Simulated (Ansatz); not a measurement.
# ClF2HOZr: the cost of one run

Program: Ansatz 0.2.0. Level of theory: RKS PBE/def2-SVP. These are calculated values, not measurements.

### 1 The structure to begin with

Bond lengths: Zr1–F2 1.980 Å, Zr1–F3 1.980 Å, Zr1–Cl4 2.518 Å, Zr1–O5 2.069 Å, O5–H6 1.010 Å. Angles: F2–Zr1–F3 109.4°, F2–Zr1–Cl4 109.5°, F2–Zr1–O5 109.5°, F3–Zr1–Cl4 109.5°, F3–Zr1–O5 109.5°, Cl4–Zr1–O5 109.5°, Zr1–O5–H6 109.5°.

Coordinates:

```xyz
6

Zr    0.0000    0.0000    0.0000
F     0.0000    0.0000    1.9800
F     1.8671    0.0000   -0.6593
Cl   -1.1869    2.0563   -0.8392
O    -0.9750   -1.6891   -0.6893
H    -1.4296   -2.1548    0.0831
```

### 2 Preparing the start

Contents of input.yaml:

```yaml
crystal:
  periodic: [false, false, false]
  atoms:
    - { symbol: Zr, position_ang: [0.0, 0.0, 0.0] }
    - { symbol: F, position_ang: [0.0, 0.0, 1.98] }
    - { symbol: F, position_ang: [1.8671, 0.0, -0.6593] }
    - { symbol: Cl, position_ang: [-1.1869, 2.0563, -0.8392] }
    - { symbol: O, position_ang: [-0.975, -1.6891, -0.6893] }
    - { symbol: H, position_ang: [-1.4296, -2.1548, 0.0831] }
basis:
  gaussian: { orbitals: def2-SVP }
hamiltonian:
  xc: pbe
relax:
  f_tol: 0.02
  max_steps: 40
```

On the command line:

```bash
$ ansatz run input.yaml --threads 1 --pin off --max-ram 2048MiB --backend cpu --events-out ev --progress --plain --runs-dir out
```

What time and memory should one allow on 1 thread of Intel Xeon 6975P-C (Granite Rapids), shared host?

About 20 s, with a peak of 0.17 GiB.
